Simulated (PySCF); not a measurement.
# The bond of ZnF, level by level

What are the lowest state that PBE0 finds, the bond length, vibrational wavenumber and bond energy of ZnF, and how much do these hang on the method?

Computed with PySCF 2.14.0. Level: Zn pcseg-1, F pcseg-1, no relativity.

### 1 The job

The job is set up so:

```
atoms                         : Zn, F
charge                        : 0
basis                         : Zn pcseg-1, F pcseg-1
Hamiltonian                   : no relativity
basis functions               : 45
electrons treated             : 39
masses in u                   : 63.9291, 18.9984
levels                        : PBE0, PBE, r²SCAN, TPSS, M06-L, M06, HF, MP2, SCS-MP2, CCSD, CCSD(T)
grid                          : 80 radial by 434 angular points
occupations                   : held fixed by the projection of orbital angular momentum
dissociation limit            : Zn + F, each in its ground configuration
starting distance in angstrom : 1.805
values of 2S to try           : 1, 3
```

On the command line:

```
OMP_NUM_THREADS=1 python dia.py task.json out
```

After this run come: First curve: PBE0; PBE (GGA); r²SCAN (meta-GGA); TPSS (meta-GGA); M06-L (meta-GGA); M06; UHF; MP2 and coupled cluster.

Before running it: what results should come out? Wanted: for each run, Re; ωe; De; μ.

**Answer**, as computed:

Lowest PBE0 solution found, without spin–orbit coupling: ²Σ⁺ (doublet), unpaired electrons σ ↑.

| level | Re (Å) | ωe (cm⁻¹) | De (eV) | μ (D) |
| --- | --- | --- | --- | --- |
| UHF | 1.801 | 635 | 1.89 | -4.39 |
| UHF-MP2 | 1.795 | 650 | 3.18 | n/a |
| UHF-SCS-MP2 | 1.799 | 644 | 2.93 | n/a |
| UHF-CCSD | 1.799 | 642 | 2.71 | n/a |
| UHF-CCSD(T) | 1.799 | 641 | 2.70 | n/a |
| PBE | 1.815 | 577 | 2.98 | -3.30 |
| TPSS | 1.808 | 590 | 3.00 | -3.36 |
| r²SCAN | 1.793 | 616 | 3.09 | -3.45 |
| M06-L | 1.814 | 582 | 2.80 | -3.62 |
| PBE0 | 1.798 | 611 | 2.82 | -3.66 |
| M06 | 1.803 | 592 | 2.47 | -3.75 |

De is counted to Zn + F in their ground configurations. A positive dipole means Zn(−)F(+).

Differences from CCSD(T) in the same basis:

| level | Re (mÅ) | ωe (%) |
| --- | --- | --- |
| UHF | +2 | -1.0 |
| UHF-MP2 | -3 | +1.4 |
| UHF-SCS-MP2 | 0 | +0.5 |
| UHF-CCSD | 0 | +0.2 |
| PBE | +16 | -9.9 |
| TPSS | +9 | -7.9 |
| r²SCAN | -6 | -3.9 |
| M06-L | +16 | -9.2 |
| PBE0 | -1 | -4.8 |
| M06 | +5 | -7.7 |

In words: Against CCSD(T) in the same basis, the bond length is nearest at UHF-SCS-MP2 and UHF-CCSD (0 mÅ) and farthest at PBE and M06-L (+16 mÅ); the wavenumber is nearest at UHF-CCSD (+0.2 %) and farthest at PBE (-9.9 %). PBE has the long and soft bond that GGAs tend to give. CCSD(T) in a basis this small is itself some way from its limit, more so than the functionals. Among the levels with a De in the table, it runs from 1.89 eV (UHF) to 3.18 eV (UHF-MP2).

Correlated steps freeze 6 core orbitals.
